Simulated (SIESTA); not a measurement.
CoNiO2 in SIESTA: the effect of Hubbard term

CoNiO2:

```
CELL_PARAMETERS angstrom
3.01433 0.00000 0.00000
0.00000 3.01433 0.00000
0.00000 0.00000 4.22229
ATOMIC_POSITIONS crystal
Ni 0.00000 0.00000 0.00000
Co 0.50000 0.50000 0.50000
O 0.00000 0.00000 0.50000
O 0.50000 0.50000 0.00000
```

The cell comes from a database or a generator and needn't be the stable form of this composition.

Alike in all runs:

```yaml
Program: SIESTA 5.4.2
Task: density of states
Functional: PBEsol
Potentials_or_basis: PseudoDojo 0.4 standard (PBEsol files)
Basis: DZP (energy shift 0.003 Ry; two zetas on semicore shells)
Grid_cutoff: 800 Ry
Energy_shift: 0.003 Ry
k_mesh: 7 × 7 × 4
Occupations: fermi-dirac, width 0.05 eV
Spin: collinear spin, ferromagnetic start
Starting_moments: "[1.0, 2.0, 0.0, 0.0] μB"
Hubbard_projector_method: 1
U_from_the_first_cycle: yes
broadening_eV: 0.2 eV
window_from_eV: -15 eV
window_to_eV: 5 eV
```

```tsv
Hubbard term	pressure (GPa)	moment (μB)
none	-12.0	4.38
Co d U = 4 eV, Ni d U = 4 eV	?	?
Co d U = 6 eV, Ni d U = 6 eV	-2.0	5.00
```

Task: What does the run with Hubbard term Co d U = 4 eV, Ni d U = 4 eV give?

Result: Pressure -3.9 GPa; moment 5.00 μB.

Caveats: all runs use coarse meshes; short orbitals over semicore shells can move pressures by several GPa; the basis of atomic orbitals isn't converged, which shifts pressures, moduli and gaps; semilocal functionals often make such compounds metallic where correlation or magnetic order opens a gap, which also shifts bond lengths (some runs).
